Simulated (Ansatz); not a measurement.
# C4H4O3: up Jacob's ladder to CCSD(T)

Aim: compute C4H4O3 with functionals from several rungs and with coupled cluster. The yardstick is the atomisation energy at the CCSD(T) limit.

Computed with Ansatz 0.2.0, Gaussian basis. Level: functionals in def2-TZVPP, the program's frozen cores in correlated methods.

The runs, in order: LDA (SPW92), PBE-D4, revPBE-D4, BLYP-D4, r2SCAN-D4, B97M-V, PBE0-D4, B3LYP-D4, r2SCANh-D4, r2SCAN0-D4, HSE06-D4, BHLYP-D4, CAM-B3LYP-D4, LC-ωPBE, ωB97X-V, ωB97M-V, B2PLYP, PBE-QIDH; CCSD(T)/def2-SVP; CCSD(T)/def2-TZVPP; MP2/def2-QZVPP; extrapolation to the limit; RPA on PBE.

## 1. The geometry

An earlier PBE0-D4 in a triple-zeta def2 set relaxation fixed the geometry.

SMILES `C#COC(=O)OC`, 11 atoms, charge 0, spin multiplicity 1.

Atoms are counted from 1 here; the program's logs count them from 0.

Bond lengths: C1–C2 1.195 Å, C1–H8 1.063 Å, C2–O3 1.305 Å, O3–C4 1.374 Å, C4–O5 1.188 Å, C4–O6 1.316 Å, O6–C7 1.429 Å, C7–H9 1.087 Å, C7–H10 1.090 Å, C7–H11 1.090 Å. Angles: C2–C1–H8 179.0°, C1–C2–O3 175.7°, C2–O3–C4 117.0°, O3–C4–O5 125.3°, O3–C4–O6 106.1°, O5–C4–O6 128.7°, C4–O6–C7 114.3°, O6–C7–H9 105.5°, O6–C7–H10 110.3°, O6–C7–H11 110.3°, H9–C7–H10 110.6°, H9–C7–H11 110.6°, H10–C7–H11 109.4°.

## 2. LDA

This LDA is Slater exchange with PW92 correlation.

Input file in.yaml:

```yaml
crystal:
  periodic: [false, false, false]
  atoms:
    - {symbol: C, position_ang: [-1.514779, -2.072111, 2.216956]}
    - {symbol: C, position_ang: [-1.007637, -1.662924, 1.215778]}
    - {symbol: O, position_ang: [-0.469488, -1.305198, 0.082362]}
    - {symbol: C, position_ang: [0.003153, -0.018408, -0.004482]}
    - {symbol: O, position_ang: [-0.040467, 0.788722, 0.866503]}
    - {symbol: O, position_ang: [0.493089, 0.108418, -1.219345]}
    - {symbol: C, position_ang: [1.038840, 1.397960, -1.502124]}
    - {symbol: H, position_ang: [-1.963328, -2.420369, 3.115330]}
    - {symbol: H, position_ang: [1.398947, 1.342298, -2.525961]}
    - {symbol: H, position_ang: [0.269033, 2.163918, -1.406534]}
    - {symbol: H, position_ang: [1.857941, 1.620592, -0.818083]}
basis:
  gaussian: {orbitals: def2-TZVPP}
hamiltonian: {xc: lda}
output: {orbitals: {seedname: orbitals}}
```

Started as:

```
> ansatz run in.yaml --threads 4 --pin off --events-out ev --progress --plain --max-ram 10444MiB
```

Further steps of the session: PBE-D4 (GGA); revPBE-D4 (GGA); BLYP-D4 (GGA); r2SCAN-D4 (meta-GGA); B97M-V (meta-GGA); PBE0-D4 (hybrid); B3LYP-D4 (hybrid); r2SCANh-D4 (hybrid); r2SCAN0-D4 (hybrid); HSE06-D4 (hybrid); BHLYP-D4 (hybrid); CAM-B3LYP-D4 (range-separated); LC-ωPBE (range-separated); ωB97X-V (range-separated); ωB97M-V (range-separated); B2PLYP (double hybrid); PBE-QIDH (double hybrid); CCSD(T) in def2-SVP; CCSD(T) in def2-TZVPP; MP2 in def2-QZVPP; RPA on PBE orbitals.

Q: Predict the results of all the runs planned. Wanted: atomisation energy, CCSD(T)/CBS; farthest beyond LDA; mean size of error, GGA; mean size of error, meta-GGA; mean size of error, hybrid; mean size of error, range-separated; mean size of error, double hybrid; gap, smallest and largest; T1 diagnostic.

As calculated:

```
                               quantity                                            value
        atomisation energy, CCSD(T)/CBS                                    4860.7 kJ/mol
 functionals within 24.3 kJ/mol (0.5 %)  B97M-V, B3LYP-D4, r2SCANh-D4, ωB97X-V, PBE-QIDH
                    farthest beyond LDA                         BHLYP-D4 (-245.8 kJ/mol)
                mean size of error, GGA                                     124.2 kJ/mol
           mean size of error, meta-GGA                                      29.6 kJ/mol
             mean size of error, hybrid                                      80.8 kJ/mol
    mean size of error, range-separated                                      28.8 kJ/mol
      mean size of error, double hybrid                                      20.4 kJ/mol
              gap, smallest and largest        5.42 eV (LDA (SPW92)), 13.17 eV (LC-ωPBE)
                          T1 diagnostic                                           0.0144
triples share of the correlation energy                                            4.3 %
```

**Reading.** The LDA atomisation energy is off by 963.2 kJ/mol (20 %): it overbinds. PBE-D4 is off by +241.7 kJ/mol. Double hybrids carry the basis error of their MP2 part in triple zeta, and no dispersion term here, so their miss is partly the set-up's. By mean error the best rung here is double hybrid (20.4 kJ/mol) and the worst beyond LDA is GGA (124.2 kJ/mol). The gap between the best rungs is small, so their order is not settled. The reference freezes the cores and leaves out relativity and excitations past (T), so misses under about 24.3 kJ/mol can't be ranked. Hartree-Fock recovers 68 % of the binding; the rest is correlation. CCSD(T) in def2-SVP is off by -224.8 kJ/mol, worse than the median functional, from the basis alone. The gap grows from 5.4 to 13.2 eV across the functionals, mostly with the share of exact exchange.
